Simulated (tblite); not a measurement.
# C7H14GeO: the cost of one run

The runs use tblite 0.8.0 and PySCF 2.14.0, with density-fitted response routines of our own; the level of theory stands in each step. All values are computed, except where a source is named. Atoms are numbered from 0 throughout.

**1. Starting geometry**

23 atoms, charge 0, multiplicity 1; geometry from: force field or distance geometry start.

Bonds of the start (Å): C0–C1 1.35, C1–C2 1.49, C2–C3 1.53, C3–C4 1.50, C3–C5 1.36, C5–C6 1.51, C5–O7 1.40, O7–Ge8 1.82, C0–H9 1.08, C0–H10 1.08, C1–H11 1.10, C2–H12 1.10, C2–H13 1.12, C4–H14 1.11, C4–H15 1.12, C4–H16 1.11, C6–H17 1.11, C6–H18 1.12, C6–H19 1.10, Ge8–H20 1.56, Ge8–H21 1.56, Ge8–H22 1.54.

**2. Relaxing the molecule with GFN2-xTB**

Job settings and geometry (Å):

```
{"job": {"kind": "relax", "xc": "GFN2-xTB", "basis": "xTB"}, "charge": 0, "multiplicity": 1}
C      2.611700    -1.001700     1.154800
C      1.671700    -1.553300     0.362000
C      1.294500    -0.952200    -0.943300
C      0.533800     0.359000    -0.754300
C      1.259200     1.642100    -1.027400
C     -0.746400     0.333400    -0.292000
C     -1.518100     1.614700    -0.055700
O     -1.311700    -0.906300     0.016500
Ge    -2.900500    -1.148500     0.871200
H      3.097000    -0.080600     0.867600
H      2.864700    -1.465400     2.098100
H      1.196800    -2.484300     0.690100
H      2.194300    -0.794700    -1.550100
H      0.652100    -1.664200    -1.513500
H      2.324200     1.474400    -1.280800
H      1.228500     2.306600    -0.131000
H      0.793000     2.160400    -1.897200
H     -2.601400     1.447600    -0.233200
H     -1.370600     1.947600     1.002200
H     -1.210400     2.427600    -0.733700
H     -2.871400    -0.400600     2.236800
H     -4.061700    -0.583700     0.002100
H     -3.134100    -2.650900     1.120700
```

Run with:

```console
OMP_NUM_THREADS=1 python probes_run.py task.json out
```

The driver reads the jobs from task.json and runs them one after another.

Q: Estimate the wall time and peak memory of this first job on 1 thread of Arm Neoverse N1, shared host.

About 3.4 s, with a peak of 0.18 GiB.
